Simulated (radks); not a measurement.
# Eu²⁺ in [Kr] 4d10 4f8 5s2 5p5: an all-electron calculation

The task here is to estimate one member of a computed series from the others.

Program: radks (a radial shooting solver on a logarithmic mesh, Libxc functionals) version 1. Level of theory: scalar-relativistic Kohn-Sham, RPBE, spin-unpolarised, spherical densities, point nucleus. These are calculated values, not measurements, unless marked.

### Starting point

| Property | Result |
| --- | --- |
| element | europium (Z = 63) |
| charge | +2 |
| electrons | 61 |
| configuration | [Kr] 4d10 4f8 5s2 5p5 |

The outer shells:

Eu²⁺
```
[Kr] core
4d [↑↓][↑↓][↑↓][↑↓][↑↓]
4f [↑↓][↑ ][↑ ][↑ ][↑ ][↑ ][↑ ]
5s [↑↓]
5p [↑↓][↑↓][↑ ]
```

The first run:

Settings of this run:

```text
Z 63
configuration [Kr] 4d10 4f8 5s2 5p5 6s0 5d0
relativity scalar-relativistic
functional rpbe,pbe
spin unpolarised
nucleus point
c 137.035999084
```

The run is started by

```sh
$ python run_ks.py task.json out
```

This one command runs every case of the session in turn.

One of the session's tables, all rows but one given; the rest of the session is left out.

It belongs to the step «Shells». From the orbitals of this run (lengths in bohr):

| level | <r> | outermost maximum (interpolated) | 90 % within | nodes |
| --- | --- | --- | --- | --- |
| 1s | 0.02231 | 0.0142 | 0.0403 | 0 |
| 2s | ? | ? | ? | ? |
| 2p | 0.08389 | 0.0651 | 0.137 | 0 |
| 3s | 0.2495 | 0.229 | 0.366 | 2 |
| 3p | 0.2480 | 0.224 | 0.371 | 1 |
| 3d | 0.2259 | 0.184 | 0.352 | 0 |
| 4s | 0.5667 | 0.528 | 0.814 | 3 |
| 4p | 0.6005 | 0.551 | 0.874 | 2 |
| 4d | 0.6567 | 0.574 | 0.988 | 1 |
| 5s | 1.389 | 1.24 | 2.00 | 4 |
| 5p | 1.631 | 1.42 | 2.39 | 3 |
| 6s | 3.562 | 3.26 | 5.07 | 5 |
| 4f | 1.016 | 0.600 | 1.82 | 0 |
| 5d | 2.578 | 2.02 | 3.99 | 2 |

Estimate the missing values for 2s.

The run gave: <r>: 0.09510; outermost maximum (interpolated): 0.0805; 90 % within: 0.147; nodes: 1. In the column «<r>» it lies between 2p (0.08389) and 3d (0.2259).
